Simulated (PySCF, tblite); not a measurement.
**C8H11BS: geometry, infrared bands and NMR shifts**

What infrared bands and NMR shifts should C8H11BS (`C=CCBc1sccc1C`) show?

Computed with tblite 0.8.0 and PySCF 2.14.0, with density-fitted response routines of our own, on a single molecule in the gas phase. Atoms count from 0, in the outputs and in this text.

## Step 1: Starting geometry

21 atoms, charge 0, multiplicity 1; geometry from: force field or distance geometry start.

Bonds of the start (Å): C0–C1 1.35, C1–C2 1.49, C2–B3 1.59, B3–C4 1.57, C4–S5 1.68, S5–C6 1.67, C6–C7 1.39, C7–C8 1.41, C8–C9 1.50, C8–C4 1.39, C0–H10 1.08, C0–H11 1.08, C1–H12 1.08, C2–H13 1.11, C2–H14 1.12, B3–H15 1.19, C6–H16 1.08, C7–H17 1.09, C9–H18 1.11, C9–H19 1.10, C9–H20 1.11.

## Step 2: Optimising the geometry with GFN2-xTB

Job settings and geometry (Å):

```
{"job": {"kind": "relax", "xc": "GFN2-xTB", "basis": "xTB"}, "charge": 0, "multiplicity": 1}
C      3.363600     0.260300     0.730900
C      2.605300     0.924400    -0.173000
C      1.875900     0.198800    -1.251200
B      0.601300    -0.573700    -0.683800
C     -0.633100     0.176900    -0.059900
S     -0.792000     1.850800     0.018300
C     -2.297600     1.876800     0.749600
C     -2.701700     0.565700     0.944800
C     -1.776600    -0.394400     0.485200
C     -2.024100    -1.869300     0.590100
H      3.435400    -0.820900     0.700100
H      3.882500     0.808100     1.504700
H      2.549300     2.004700    -0.102300
H      2.550100    -0.513400    -1.768600
H      1.508800     0.947400    -2.004000
H      0.591000    -1.760500    -0.711900
H     -2.856700     2.759700     1.034700
H     -3.656300     0.297600     1.396500
H     -1.216200    -2.332800     1.197200
H     -2.991400    -2.078800     1.076200
H     -2.026400    -2.310300    -0.425400
```

Command:

```
OMP_NUM_THREADS=1 python probes_run.py task.json out
```

One launch serves the whole session: the jobs run in the order shown.

The log of the run:

```text
step      E/eV     max force
  0    -738.78874    2.770
  1    -738.97438    1.683
  2    -739.01840    0.685
  3    -739.03432    0.308
  4    -739.05022    0.227
  5    -739.05500    0.193
  6    -739.05908    0.116
  7    -739.06151    0.107
  8    -739.06440    0.112
  9    -739.06605    0.100
 10    -739.06701    0.106
 11    -739.06774    0.094
 12    -739.06854    0.073
 13    -739.06932    0.057
 14    -739.07006    0.059
 15    -739.07086    0.080
 16    -739.07183    0.091
 17    -739.07296    0.075
 18    -739.07429    0.088
 19    -739.07599    0.141
 20    -739.07828    0.162
 21    -739.08108    0.150
 22    -739.08375    0.135
 23    -739.08561    0.084
 24    -739.08683    0.086
 25    -739.08795    0.080
 26    -739.08898    0.077
 27    -739.08988    0.070
 28    -739.09080    0.089
 29    -739.09185    0.091
 30    -739.09292    0.074
 31    -739.09369    0.055
 32    -739.09416    0.048
 33    -739.09458    0.046
 34    -739.09508    0.057
 35    -739.09558    0.068
 36    -739.09609    0.060
 37    -739.09658    0.048
 38    -739.09712    0.062
 39    -739.09780    0.067
 40    -739.09848    0.064
 41    -739.09901    0.045
 42    -739.09949    0.051
 43    -739.10005    0.068
 44    -739.10068    0.074
 45    -739.10123    0.058
 46    -739.10169    0.053
 47    -739.10222    0.045
 48    -739.10294    0.062
 49    -739.10378    0.071
 50    -739.10454    0.065
 51    -739.10511    0.077
 52    -739.10588    0.082
 53    -739.10697    0.096
 54    -739.10849    0.087
 55    -739.10947    0.062
 56    -739.11037    0.058
 57    -739.11109    0.059
 58    -739.11199    0.080
 59    -739.11275    0.057
 60    -739.11324    0.075
 61    -739.11384    0.044
 62    -739.11434    0.051
 63    -739.11474    0.065
 64    -739.11530    0.063
 65    -739.11583    0.048
 66    -739.11646    0.057
 67    -739.11723    0.058
 68    -739.11819    0.063
 69    -739.11913    0.067
 70    -739.11991    0.051
 71    -739.12054    0.058
 72    -739.12099    0.054
 73    -739.12131    0.095
 74    -739.12168    0.041
 75    -739.12205    0.037
 76    -739.12240    0.039
 77    -739.12264    0.037
 78    -739.12312    0.037
 79    -739.12362    0.044
 80    -739.12410    0.043
 81    -739.12446    0.044
 82    -739.12479    0.047
 83    -739.12515    0.040
 84    -739.12553    0.042
 85    -739.12587    0.040
 86    -739.12611    0.033
 87    -739.12629    0.032
 88    -739.12647    0.031
 89    -739.12667    0.028
 90    -739.12683    0.025
 91    -739.12695    0.023
 92    -739.12703    0.021
 93    -739.12711    0.019
 94    -739.12718    0.019
 95    -739.12726    0.020
 96    -739.12735    0.024
 97    -739.12745    0.021
 98    -739.12754    0.022
 99    -739.12764    0.025
100    -739.12775    0.022
101    -739.12788    0.029
102    -739.12804    0.034
103    -739.12825    0.034
104    -739.12855    0.039
105    -739.12897    0.045
106    -739.12944    0.060
107    -739.12987    0.056
108    -739.13025    0.055
109    -739.13060    0.058
110    -739.13080    0.060
111    -739.13092    0.054
112    -739.13106    0.027
113    -739.13112    0.016
114    -739.13118    0.018
115    -739.13125    0.021
116    -739.13131    0.018
117    -739.13138    0.020
118    -739.13145    0.024
119    -739.13154    0.032
120    -739.13167    0.036
121    -739.13183    0.038
122    -739.13197    0.022
123    -739.13208    0.017
124    -739.13216    0.020
125    -739.13225    0.025
126    -739.13233    0.018
127    -739.13241    0.016
128    -739.13247    0.014
129    -739.13251    0.011
130    -739.13254    0.011
131    -739.13255    0.009
```

It took 3.9 s on 1 thread of Intel Xeon at 2.50GHz, shared host.

Along the way: (not every step is listed)

```csv
step,energy from step 0 (eV),largest force (eV/Å)
0,0.0000,2.7698
1,-0.1856,1.6832
2,-0.2297,0.6853
3,-0.2456,0.3083
4,-0.2615,0.2273
5,-0.2663,0.1933
6,-0.2703,0.1158
7,-0.2728,0.1070
8,-0.2757,0.1120
19,-0.2873,0.1414
30,-0.3042,0.0737
41,-0.3103,0.0455
52,-0.3171,0.0819
63,-0.3260,0.0645
74,-0.3329,0.0411
85,-0.3371,0.0397
96,-0.3386,0.0241
107,-0.3411,0.0558
118,-0.3427,0.0241
126,-0.3436,0.0180
127,-0.3437,0.0161
128,-0.3437,0.0145
129,-0.3438,0.0115
130,-0.3438,0.0106
131,-0.3438,0.0092
```

Distances of close pairs at the start and the end, largest changes first:

```csv
bond,before (Å),after (Å),change (Å)
C4–S5,1.683,1.754,+0.071
B3–C4,1.574,1.523,-0.051
C0–C1,1.354,1.321,-0.033
S5–C6,1.674,1.706,+0.032
C2–H14,1.123,1.092,-0.031
C9–H18,1.112,1.088,-0.024
C6–C7,1.386,1.362,-0.024
C2–H13,1.109,1.090,-0.019
```

The end geometry stands in the next job.

## Step 3: Infrared spectrum with GFN2-xTB

Job settings and geometry (Å):

```
{"job": {"kind": "ir", "xc": "GFN2-xTB", "basis": "xTB"}, "charge": 0, "multiplicity": 1}
C      3.736469     0.186344     0.474257
C      2.579318     0.709342     0.111009
C      1.796536     0.297146    -1.101562
B      0.566735    -0.549498    -0.562611
C     -0.700807     0.152533    -0.093267
S     -0.862367     1.896190    -0.198812
C     -2.423419     1.857151     0.487350
C     -2.820684     0.589166     0.786852
C     -1.853436    -0.382099     0.460005
C     -2.073818    -1.841749     0.686884
H      4.217575    -0.584594    -0.105292
H      4.257117     0.511371     1.359511
H      2.116769     1.478501     0.716648
H      2.444476    -0.274699    -1.766086
H      1.476718     1.201586    -1.623698
H      0.653456    -1.713830    -0.469222
H     -2.964278     2.771822     0.634067
H     -3.773642     0.355031     1.229286
H     -1.283723    -2.257499     1.308637
H     -3.031115    -2.007393     1.175024
H     -2.066800    -2.377880    -0.260694
```

The log of the run:

```text
mode    cm-1     km/mol
  1     -28.5      0.66
  2      32.7      0.06
  3      40.4      0.38
  4      76.3      0.18
  5     134.1      0.05
  6     145.3      0.16
  7     206.7      1.64
  8     261.6      1.21
  9     289.2      0.48
 10     388.2      0.70
 11     432.6      0.14
 12     438.9      2.11
 13     502.4      3.48
 14     577.2      3.80
 15     600.8     15.00
 16     627.0      1.84
 17     684.8      4.14
 18     717.3     63.59
 19     757.4     14.45
 20     836.4      5.24
 21     840.7      1.99
 22     851.6     22.62
 23     878.4     21.12
 24     936.1      7.74
 25     950.5     30.32
 26     961.6      4.48
 27    1020.5     16.17
 28    1023.7     11.89
 29    1025.4      9.28
 30    1042.7     17.31
 31    1061.0     33.11
 32    1091.6      5.02
 33    1169.8     42.64
 34    1201.0     21.14
 35    1219.1     56.22
 36    1236.7    185.38
 37    1294.0      5.65
 38    1396.0      0.17
 39    1403.1     33.61
 40    1412.3     44.66
 41    1416.8     71.21
 42    1471.8      5.52
 43    1479.6      3.81
 44    1485.2      2.79
 45    1528.1     89.98
 46    1704.9     27.02
 47    2633.3    129.49
 48    2966.6     44.71
 49    2997.6     35.19
 50    3015.5     19.31
 51    3030.9     13.29
 52    3042.1     21.84
 53    3048.0     46.26
 54    3095.5     28.18
 55    3115.8     27.91
 56    3118.5     58.09
 57    3154.2     10.22
```

Wall time 3.1 s (1 thread of Intel Xeon at 2.50GHz, shared host).

Which atoms move in the most intense modes:

```csv
cm⁻¹,km/mol,atoms
717,63.6,"H15 41 %, B3 35 %"
1219,56.2,"H13 48 %, C2 17 %, H14 15 %"
1237,185.4,"B3 38 %, C4 19 %, C8 14 %"
1417,71.2,"C7 23 %, C4 18 %, C8 17 %, C6 16 %"
1528,90.0,"C8 30 %, C7 26 %, C4 21 %, C6 16 %"
2633,129.5,H15 92 %
3048,46.3,H12 90 %
3118,58.1,"H11 50 %, H10 38 %"
```

## Step 4: Shielding tensors: PBE0/pcSseg-1

The job, as its differences from that of step 3:

```diff
@@ -1,2 +1,2 @@
-{"job": {"kind": "ir", "xc": "GFN2-xTB", "basis": "xTB"}, "charge": 0, "multiplicity": 1}
+{"job": {"kind": "nmr", "xc": "PBE0", "basis": "pcSseg-1"}, "charge": 0, "multiplicity": 1}
 C      3.736469     0.186344     0.474257
```

Level: GIAO PBE0/pcSseg-1 NMR shielding, non-relativistic, gas phase.

The log of the run:

```text
coarse grid: 18224 points
cycle   1  E = -733.7487573526  dE =  1.478e+00  |g| = 4.711e-01  |ddm| = 4.360e+00
cycle   2  E = -733.7267849969  dE =  2.197e-02  |g| = 5.517e-01  |ddm| = 1.032e+00
cycle   3  E = -733.8072345514  dE = -8.045e-02  |g| = 1.353e-01  |ddm| = 6.787e-01
cycle   4  E = -733.8119979598  dE = -4.763e-03  |g| = 3.897e-02  |ddm| = 1.732e-01
cycle   5  E = -733.8123582554  dE = -3.603e-04  |g| = 1.291e-02  |ddm| = 4.908e-02
cycle   6  E = -733.8123992916  dE = -4.104e-05  |g| = 5.788e-03  |ddm| = 2.302e-02
cycle   7  E = -733.8124079735  dE = -8.682e-06  |g| = 1.454e-03  |ddm| = 7.551e-03
final grid: 171712 points
cycle   8  E = -733.8732890448  dE = -4.684e-05  |g| = 1.048e-02  |ddm| = 4.404e-02
cycle   9  E = -733.8732671999  dE =  2.184e-05  |g| = 1.373e-02  |ddm| = 2.357e-02
cycle  10  E = -733.8733168389  dE = -4.964e-05  |g| = 2.067e-03  |ddm| = 1.587e-02
cycle  11  E = -733.8733180186  dE = -1.180e-06  |g| = 3.759e-04  |ddm| = 2.593e-03
cycle  12  E = -733.8733180492  dE = -3.064e-08  |g| = 1.480e-04  |ddm| = 4.424e-04
cycle  13  E = -733.8733180543  dE = -5.030e-09  |g| = 4.443e-05  |ddm| = 1.581e-04
cycle  14  E = -733.8733180548  dE = -5.068e-10  |g| = 1.532e-05  |ddm| = 5.963e-05
converged SCF energy = -733.8733180548

GIAO shielding tensors (ppm)
atom      isotropic    diamagn.    paramagn.     s11        s22        s33       span
  0 C       64.031     251.737    -187.706    -47.629     84.147    155.575    203.204
  1 C       45.953     257.237    -211.284    -73.706     58.169    153.396    227.102
  2 C      149.975     252.471    -102.496    123.515    151.271    175.140     51.626
  3 B       44.922     193.269    -148.347     -2.377     14.330    122.814    125.191
  4 C       33.433     260.920    -227.487    -41.536     13.227    128.608    170.144
  5 S      234.328    1059.678    -825.350     94.543    232.510    375.930    281.386
  6 C       38.761     265.561    -226.800    -61.774     29.402    148.653    210.427
  7 C       50.032     252.333    -202.301    -26.611     47.138    129.570    156.181
  8 C       25.096     259.203    -234.107    -52.020    -14.428    141.738    193.758
  9 C      168.288     245.156     -76.869    155.604    161.617    187.642     32.038
 10 H       26.285      30.279      -3.993     22.775     25.662     30.420      7.645
 11 H       26.473      28.682      -2.208     23.120     25.362     30.938      7.818
 12 H       25.784      33.031      -7.246     22.279     24.168     30.906      8.627
 13 H       28.949      32.026      -3.077     26.650     27.196     33.002      6.352
 14 H       28.938      32.340      -3.402     24.725     29.785     32.304      7.579
 15 H       24.824      33.493      -8.669     20.947     24.344     29.181      8.234
 16 H       23.922      31.337      -7.415     21.523     23.414     26.829      5.306
 17 H       24.521      32.022      -7.500     21.350     25.049     27.165      5.816
 18 H       28.674      30.042      -1.368     23.465     28.255     34.302     10.836
 19 H       29.300      28.162       1.138     23.752     29.000     35.148     11.397
 20 H       28.789      28.913      -0.124     23.881     27.690     34.795     10.914
```

Wall time 3.2 min (1 thread of Intel Xeon at 2.50GHz, shared host); peak memory 1.1 GiB.

The references, computed at this level on geometries of the same kind, shield at (ppm): 1H TMS 31.72, 13C TMS 186.9, 11B BF3·OEt2 100.1, 33S CS2 504. Their shielding less the atom's gives the shift. The references are single molecules in the gas phase. Atoms listed in one row are averaged.

```csv
atoms,environment,σ (ppm),δ (ppm),δ scaled to CDCl3
C8,substituted aromatic carbon,25.1,161.8,156.0
C4,substituted aromatic carbon next to the ring sulfur,33.4,153.5,143.5
C6,aromatic CH next to the ring sulfur,38.8,148.2,138.3
C1,alkene CH,46.0,141.0,135.7
C7,aromatic CH,50.0,136.9,131.7
C0,terminal =CH2 carbon,64.0,122.9,118.0
C2,allylic sp3 CH2 bonded to B,150.0,36.9,34.1
C9,methyl carbon on an aromatic ring,168.3,18.6,16.3
H16,hydrogen on an aromatic CH next to the ring sulfur,23.92,7.79,7.45
H17,hydrogen on an aromatic CH,24.52,7.20,6.89
H15,hydrogen on a boron bonded to 2 C,24.82,6.89,–
H12,hydrogen on an alkene CH,25.78,5.93,5.70
H10,hydrogen on a terminal =CH2 carbon,26.29,5.43,5.23
H11,hydrogen on a terminal =CH2 carbon,26.47,5.24,5.05
"H18, H19, H20",hydrogen on a methyl carbon on an aromatic ring,28.92,2.80,2.74
"H13, H14",hydrogen on an allylic sp3 CH2 bonded to B,28.94,2.77,2.72
B3,"boron bonded to 2 C, H",44.9,55.1,–
S5,aromatic ring sulfur,234,269,–
```

The scaled column applies a straight-line fit of computed shieldings to shifts measured in CDCl3, with any fitted terms for Cl, Br or S neighbours (root-mean-square error 0.16 ppm for H, 1.9 ppm for C).

Charges from the same density, by scheme (e):

```csv
atoms,Mulliken,IAO,Hirshfeld,ESP fit
C0,-0.15,-0.33,-0.11,-0.55
C1,-0.29,-0.11,-0.03,0.05
C2,-0.39,-0.40,-0.15,-0.39
B3,0.48,0.11,0.12,0.35
C4,-0.46,-0.29,-0.11,-0.37
S5,0.25,0.34,0.12,0.03
C6,-0.23,-0.29,-0.07,-0.15
C7,0.02,-0.20,-0.08,-0.42
C8,-0.31,0.04,0.01,0.46
C9,-0.12,-0.43,-0.11,-0.57
```

Mayer bond orders: C0–C1 1.97, C1–C2 1.02, C2–B3 0.93, B3–C4 1.01, C4–S5 1.13, S5–C6 1.24, C6–C7 1.51, C7–C8 1.32, C8–C9 1.09, C8–C4 1.50.

Ring of atoms C4, S5, C6, C7, C8: NICS(0) -10.5, NICS(1) -10.8, NICS(1)zz -24.7 ppm (means of both faces).

Orbitals, density, ELF and potential are computed afterwards from the orbital file.

Frontier orbitals at PBE0/pcSseg-1, with the share of their density that lies nearest to each atom:

```csv
orbital,energy (eV),lies on
HOMO,-6.99,"C0, C4 about 18 % each; C1, C6 about 13 % each; C8 10 %"
LUMO,-1.89,"B3 28 %; C6, C8 about 14 % each; S5 11 %"
```

ELF in a plane through or near 9 of the atoms.

Values, 10 rows by 14 columns:
```
0.00 0.00 0.00 0.00 0.00 0.00 0.00 0.00 0.00 0.00 0.00 0.00 0.00 0.00
0.00 0.00 0.00 0.00 0.00 0.00 0.00 0.00 0.00 0.02 0.05 0.00 0.00 0.00
0.00 0.00 0.00 0.00 0.00 0.00 0.29 0.70 0.11 0.93 0.99 0.03 0.00 0.00
0.00 0.00 0.02 0.18 0.38 0.44 0.28 0.91 0.80 0.25 0.35 0.01 0.00 0.00
0.00 0.01 0.46 0.83 0.35 0.74 0.02 0.56 0.14 0.54 0.54 0.99 0.09 0.00
0.00 0.03 0.85 0.69 0.65 0.25 0.17 0.73 0.78 0.44 0.08 0.31 0.00 0.00
0.00 0.01 0.99 0.94 0.05 0.02 0.87 0.10 0.40 0.37 0.99 0.77 0.00 0.00
0.00 0.00 0.00 0.00 0.00 0.03 0.76 0.01 0.74 0.40 0.70 0.31 0.00 0.00
0.00 0.00 0.00 0.00 0.00 0.00 0.00 0.00 0.01 0.01 0.00 0.00 0.00 0.00
0.00 0.00 0.00 0.00 0.00 0.00 0.00 0.00 0.00 0.00 0.00 0.00 0.00 0.00
```
The map spans 13.5 Å across and 11.1 Å up, centred on the molecule. Atoms in the plane (x, y in Å): C1 (-2.6, 0.5), C6 (2.3, 2.0), C7 (2.8, 0.8), C8 (1.9, -0.3), C9 (2.3, -1.7), H10 (-4.2, -0.9), H16 (2.8, 3.0), H17 (3.9, 0.6), H19 (3.3, -1.8).

log10 of the density (e/Å³) in the same plane.

Ten even steps from ' ' (-4.0) to '@' (1.5):
```
                                                        
                                                        
                          ........::::::::..            
                      ..::----------======--..          
                ......::--==++++==++******==::..        
          ..::::--------==++********####**++--..        
      ..::----====++======**########%%##**==--::..      
    ..::--==++++******====****##**######****==--::      
    ::--==++**######**++==++********##@@####**==::..    
    ::--++**####@@##**++++****##############**==::..    
  ..::==**######****++++++******##%%##**++++==--..      
    ::==**####**++++==++++++++++**####**++++--::..      
    ::--++++++++==--==++++++==++**##@@####**==::..      
    ..::--------::::--==++====++**########**==::        
        ............::--------==++******++==--::        
                    ..::::::::--========----::          
                            ....::::::::::..            
                                                        
                                                        
                                                        
```
The map spans 13.5 Å across and 11.1 Å up, centred on the molecule. Atoms in the plane (x, y in Å): C1 (-2.6, 0.5), C6 (2.3, 2.0), C7 (2.8, 0.8), C8 (1.9, -0.3), C9 (2.3, -1.7), H10 (-4.2, -0.9), H16 (2.8, 3.0), H17 (3.9, 0.6), H19 (3.3, -1.8).

On the surface of density 0.002 e/bohr³ the electrostatic potential runs, from the 1st to the 99th percentile, from -0.76 V near C0 to 1.09 V near H16.

## Step 5: Summary of results

| quantity | value |
| --- | --- |
| strongest single infrared mode (GFN2-xTB) | 1237 cm⁻¹, 185 km/mol |
| zero-point energy (GFN2-xTB) | 103.0 kcal/mol |
| 13C shifts against TMS (PBE0/pcSseg-1) | 161.8, 153.5, 148.2, 141.0, 136.9, 122.9, 36.9, 18.6 ppm |
| 1H shifts against TMS (PBE0/pcSseg-1, means over atoms taken as alike) | 7.79, 7.20, 6.89, 5.93, 5.43, 5.24, 2.80, 2.77 ppm |
| 11B shifts against BF3·OEt2 (PBE0/pcSseg-1) | 55.1 ppm |
| 33S shifts against CS2 (PBE0/pcSseg-1) | 269 ppm |
| surface potential, 1st and 99th percentile | -0.76 V and 1.09 V |

What this shows: Relaxing lowered the energy by 0.344 eV in 131 steps; the close pair that moved most is C4–S5, from 1.683 to 1.754 Å. The lowest mode is imaginary (28i cm⁻¹), so the xTB geometry is not a minimum. The strongest single mode, at 1237 cm⁻¹, is spread over several atoms, B3, C4, C8 among them. Unscaled tight-binding wavenumbers are off by several per cent, some by more. Its intensities can rank the bands wrongly. At PBE0/pcSseg-1: The largest span, 281 ppm, is at S5, where the paramagnetic term is -825 ppm. NICS(1)zz of -25 ppm above the planar ring from C4 marks a diatropic (aromatic) ring current. By nearest atom (PBE0/pcSseg-1), the HOMO sits on C0, C4 about 18 % each; C1, C6 about 13 % each and the LUMO on B3 28 %; C6, C8 about 14 % each.
